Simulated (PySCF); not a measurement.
# EuF2: other functionals and bases at one geometry

The task here is to estimate one member of a computed series from the others.

Method: several levels, as the steps say, no spin–orbit coupling; program: PySCF 2.14.0.

1 further run of the same task is left out (for a known fault of the program).

## The starting structure

3 atoms, charge 0, spin multiplicity 1.

Bond lengths: Eu1–F2 2.119 Å, Eu1–F3 2.119 Å. Angles: F2–Eu1–F3 121.3°.

Geometry (Å):

```csv
atom,x (Å),y (Å),z (Å)
Eu1,0.0000,0.0000,-0.2617
F2,1.8468,0.0000,0.7778
F3,-1.8468,0.0000,0.7778
```

Formal oxidation states: Eu +2. Each metal's 7 4f electrons lie in its core potential, so multiplicities, spins and levels count the valence alone. An earlier session relaxed this geometry at PBE0, Eu lcecp-0-SVP with ECP53, F def2-SVP (singlet, point group C2v).

At PBE0 on the finer grid: E = -228.838824 Eh, frontier levels not given, since the 4f levels lie in the core, Mulliken charge on Eu1 +1.05 e, largest force component 0.001 eV/Å. 

Levels to run: r2SCAN; M06-L; PBE0, TZVP. Hardware: 2 threads of Arm Neoverse V1, shared host.

Set-up of the first run:

run.py (the lines that set the calculation)

```python
mol = gto.M(atom='''
Eu     0.00000     0.00000    -0.26173
F      1.84677     0.00000     0.77776
F     -1.84677     0.00000     0.77776''',
    basis={'Eu': 'lcecp-0-SVP', 'F': 'def2-SVP'},
    ecp={'Eu': 'lcecp-0-SVP'},
    charge=0, spin=0)
mf = dft.RKS(mol, xc='R2SCAN')
mf.grids.atom_grid = (75, 302)  # f atoms: unpruned, at least (60, 302)
mf = mf.density_fit()  # fitting sets: Eu AutoAux, F def2-universal-JKFIT
mf.conv_tol = 1e-08; mf.max_cycle = 55
mf.kernel(dm0)  # dm0: the density of the relaxed state
```

Started as:

```bash
> OMP_NUM_THREADS=2 python run.py
```

Steps of the session up to this table: r2SCAN; M06-L; PBE0, TZVP.

One table of the session follows, with a row left open; its other results are not shown here.

| level | charge on Eu1 (e) | dipole (D) | largest force component (eV/Å) |
| --- | --- | --- | --- |
| PBE0 (relaxed here) | 1.05 | 6.33 | 0.00 |
| r2SCAN | 1.02 | 6.23 | 0.20 |
| M06-L | ? | ? | ? |
| PBE0, TZVP | 1.26 | 6.67 | 0.10 |

Estimate the missing values for M06-L.

As computed: charge on Eu1 (e): 1.10; dipole (D): 6.37; largest force component (eV/Å): 0.27. In the column «charge on Eu1 (e)» it lies between PBE0 (relaxed here) (1.05) and PBE0, TZVP (1.26).

The largest leftover force, 0.27 eV/Å with M06-L, stands at a geometry relaxed at another level. With 4f in the core, its levels are missing from HOMO and gap, and its count is fixed, so no charge can pass from the ligands into it. Total energies of different levels can't be compared.
